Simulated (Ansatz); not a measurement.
# BFH2SeSi: the cost of one run

Computed with Ansatz 0.2.0 through its Python package. The levels of theory stand in the script.

## (1) The structure

Bond lengths: F1–B2 1.508 Å, B2–Si3 2.002 Å, B2–Se4 2.071 Å, Si3–Se4 2.009 Å, Si3–H5 1.495 Å, Si3–H6 1.485 Å. Angles: F1–B2–Si3 143.4°, F1–B2–Se4 147.6°, Si3–B2–Se4 59.1°, B2–Si3–Se4 62.2°, B2–Si3–H5 112.9°, B2–Si3–H6 114.0°, Se4–Si3–H5 113.9°, Se4–Si3–H6 116.6°, H5–Si3–H6 122.4°, B2–Se4–Si3 58.7°.

The script reads bfh2sesi.xyz:

```xyz
6

F     0.63860   -2.43070    0.45580
B    -0.12550   -1.14080    0.29580
Si    0.08440    0.81670   -0.06670
Se   -1.58230   -0.08630   -0.73110
H     1.08500    1.10460   -1.13890
H    -0.05820    1.67240    1.13900
```

## (2) Script

Input file bfh2sesi_methods.py:

```python
"""One geometry of BFH2SeSi, method by method."""

from pathlib import Path

import ansatz as az
import numpy as np

BASIS = "def2-SVP"

system = az.Crystal.molecule_from_extxyz("bfh2sesi.xyz")

setup = system.calculation().basis(gaussian=BASIS)

print("functional    E (Ha)        dipole (D)   HOMO (eV)  LUMO (eV)")
for name in ["lda", "revpbe", "hse06", "cam_b3lyp"]:
    report = setup.functional(name).forces().orbitals().run(runs_dir="runs").report
    lines = Path(report["orbitals_path"]).read_text().splitlines()
    field_of = lambda key: [line.split("=")[1].strip() for line in lines if line.startswith(key)]
    orbitals = [(27.211386 * float(e), s, float(n)) for e, s, n in zip(field_of("Ene="), field_of("Spin="), field_of("Occup="))]
    homo = max(e for e, _, n in orbitals if n > 0.5)
    lumo = min(e for e, _, n in orbitals if n < 0.5)
    dipole = 4.803205 * np.linalg.norm(report["charge_distribution"]["dipole_moment_e_ang"])
    print(f"{name:10s} {report['free_energy_ev'] / 27.211386246:14.6f} {dipole:9.3f} {homo:11.3f} {lumo:10.3f}")
```

## (3) The input behind the calls

The package turns the script's settings into the engine's input (first run):

```yaml
crystal:
  periodic: [false, false, false]
  atoms:
    - { symbol: F, position_ang: [0.6386, -2.4307, 0.4558] }
    - { symbol: B, position_ang: [-0.1255, -1.1408, 0.2958] }
    - { symbol: Si, position_ang: [0.0844, 0.8167, -0.0667] }
    - { symbol: Se, position_ang: [-1.5823, -0.0863, -0.7311] }
    - { symbol: H, position_ang: [1.085, 1.1046, -1.1389] }
    - { symbol: H, position_ang: [-0.0582, 1.6724, 1.139] }
basis:
  gaussian:
    orbitals: def2-SVP
hamiltonian:
  xc: lda
output:
  orbitals: {}
  forces: true
```

## (4) Running it

Run with:

```console
$ python bfh2sesi_methods.py
```

Q: Estimate wall time and peak memory on 1 thread of Arm Neoverse V2, shared host.

About 13 s, with a peak of 0.27 GiB.
